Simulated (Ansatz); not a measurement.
# CH5NSn: energy of protonation at one site

Computed with Ansatz 0.2.0, driven from Python. Level of theory: B3LYP/def2-SVP.

### Step 1. Starting point

Bond lengths: C1–N2 1.235 Å, N2–Sn3 2.019 Å, C1–H4 1.077 Å, C1–H5 1.087 Å, Sn3–H6 1.768 Å, Sn3–H7 1.794 Å, Sn3–H8 1.740 Å. Angles: C1–N2–Sn3 119.7°, N2–C1–H4 121.7°, N2–C1–H5 125.4°, H4–C1–H5 112.8°, N2–Sn3–H6 110.5°, N2–Sn3–H7 110.6°, N2–Sn3–H8 111.7°, H6–Sn3–H7 107.7°, H6–Sn3–H8 109.3°, H7–Sn3–H8 107.0°.

The script holds or builds the structure itself.

### Step 2. The script

pa_ch5nsn.py reads:

```python
'''Adding a proton to CH5NSn.'''

import ansatz as az
import numpy as np

geometry_ang = [
    ('C', [-0.995, 0.5253, -1.1869]),
    ('N', [-0.8802, -0.4482, -0.435]),
    ('Sn', [0.6573, -0.5268, 0.8708]),
    ('H', [-1.8052, 0.6036, -1.8925]),
    ('H', [-0.3552, 1.4035, -1.1821]),
    ('H', [0.5786, 0.83, 2.0014]),
    ('H', [2.2247, -0.4244, 0.0051]),
    ('H', [0.667, -2.0201, 1.7635]),
]
geometry = az.Crystal.molecule()
for symbol, xyz in geometry_ang:
    geometry = geometry.atom(symbol, xyz)

job = geometry.calculation()
job = job.basis(gaussian='def2-SVP')
job = job.functional('B3LYP')
symbols = [site.symbol for site in geometry.cartesian_sites]
start = np.array([site.position_ang for site in geometry.cartesian_sites], dtype=float)
summary = job.relax(force_tolerance=0.01).run().report
end = np.array(summary['positions_ang'])

# put the proton on the side away from the neighbours, slightly off axis
away = sum((end[1] - end[j]) / np.linalg.norm(end[1] - end[j]) for j in [0, 2]) + np.array([0.15, 0.1, -0.2])
proton = end[1] + 1.0 * away / np.linalg.norm(away)
acid = az.Crystal.molecule()
for symbol, place in zip(symbols, end):
    acid = acid.atom(symbol, place.tolist())
acid = acid.atom('H', proton.tolist())
protonated = (
    acid.calculation()
    .basis(gaussian='def2-SVP')
    .functional('B3LYP')
    .charge(1)
    .relax(force_tolerance=0.01, max_steps=80)  # relax until forces (and stress) meet their tolerances
)
after = protonated.run().report
xyz = np.array(after['positions_ang'])
reach = np.linalg.norm(xyz[:-1] - xyz[-1], axis=1)
print(f'base {summary["free_energy_ev"]:.5f} eV, protonated {after["free_energy_ev"]:.5f} eV')
print(f'the proton ends {reach.min():.3f} A from {symbols[reach.argmin()]}{reach.argmin()}')
print(f'electronic proton affinity {96.485332 * (summary["free_energy_ev"] - after["free_energy_ev"]):.1f} kJ/mol')
```

### Step 3. The calls as engine input

The package turns the script's settings into the engine's input (first run):

```yaml
crystal:
  periodic: [false, false, false]
  atoms:
    - { symbol: C, position_ang: [-0.995, 0.5253, -1.1869] }
    - { symbol: "N", position_ang: [-0.8802, -0.4482, -0.435] }
    - { symbol: Sn, position_ang: [0.6573, -0.5268, 0.8708] }
    - { symbol: H, position_ang: [-1.8052, 0.6036, -1.8925] }
    - { symbol: H, position_ang: [-0.3552, 1.4035, -1.1821] }
    - { symbol: H, position_ang: [0.5786, 0.83, 2.0014] }
    - { symbol: H, position_ang: [2.2247, -0.4244, 0.0051] }
    - { symbol: H, position_ang: [0.667, -2.0201, 1.7635] }
basis:
  gaussian:
    orbitals: def2-SVP
hamiltonian:
  xc: b3lyp
relax:
  f_tol: 0.01
```

### Step 4. Launch

Command:

```bash
python pa_ch5nsn.py
```

Q: Estimate wall time and peak memory on 1 thread of Arm Neoverse V1, shared host.

About 2.2 min, with a peak of 0.24 GiB.
